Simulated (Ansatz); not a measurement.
Run this with Ansatz 0.2.0 through its Python package and show what comes out.

Script `dimer_c2h3b.py`:
```python
"""Interaction energy of two C2H3B molecules, with the counterpoise correction."""

import ansatz as az

FIRST = [
    ("B", (-0.8244, 0.6246, -0.3576)),
    ("C", (0.2647, -0.2226, 0.1381)),
    ("C", (1.1326, -0.9171, 0.5246)),
    ("H", (-1.7129, 0.1979, -0.9445)),
    ("H", (-0.8126, 1.8338, -0.2486)),
    ("H", (1.9528, -1.5165, 0.888)),
]
SECOND = [
    ("B", (1.419, 1.9538, -3.1397)),
    ("C", (1.8044, 3.3352, -2.8353)),
    ("C", (2.1326, 4.4388, -2.5915)),
    ("H", (2.1612, 1.082, -3.07)),
    ("H", (0.3183, 1.6604, -3.5601)),
    ("H", (2.3944, 5.4652, -2.3864)),
]

def energy(atoms, ghosts=()):
    molecule = az.Crystal.molecule()
    for symbol, xyz in atoms:
        molecule = molecule.atom(symbol, xyz)
    calc = (
        molecule.calculation()
        .basis(gaussian="def2-SVP")
        .functional("pbe")
    )
    deck = calc.input()
    if ghosts:
        deck = deck.set(az.key.basis.gaussian.ghost_atoms, [{"symbol": s, "position_ang": list(xyz)} for s, xyz in ghosts])
    return az.Session.from_dict(deck).plan().execute().report["free_energy_ev"]


def main() -> None:
    # ghost atoms carry the functions of the partner
    both = energy(FIRST + SECOND)
    alone = energy(FIRST) + energy(SECOND)
    ghosted = energy(FIRST, SECOND) + energy(SECOND, FIRST)
    print(f"dimer {both:.6f} eV")
    print(f"interaction, uncorrected   {96.485332 * (both - alone):8.3f} kJ/mol")
    print(f"interaction, counterpoise  {96.485332 * (both - ghosted):8.3f} kJ/mol")
    print(f"basis-set superposition    {96.485332 * (alone - ghosted):8.3f} kJ/mol")


if __name__ == "__main__":
    main()
```

```console
$ python dimer_c2h3b.py
dimer -5580.242666 eV
interaction, uncorrected     -2.325 kJ/mol
interaction, counterpoise    -1.388 kJ/mol
basis-set superposition       0.938 kJ/mol
```

Uncorrected it is -2.325 kJ/mol, with the counterpoise correction -1.388 kJ/mol; the difference, 0.94 kJ/mol, is the superposition error.

Caveats:
- Total energies depend on the basis set; only differences at equal settings carry meaning.
- The dimer is a generated trial pose of unrelaxed monomers, not a minimum, so the figure is no binding energy, and the basis set is small.
- This level lacks the dispersion part of the attraction (electrostatics and induction are there), which can decide the sign where the interaction is weak.
- Hardware and time: 8.1 s on 1 thread of Arm Neoverse V1, on a shared host, peak memory 0.19 GiB.
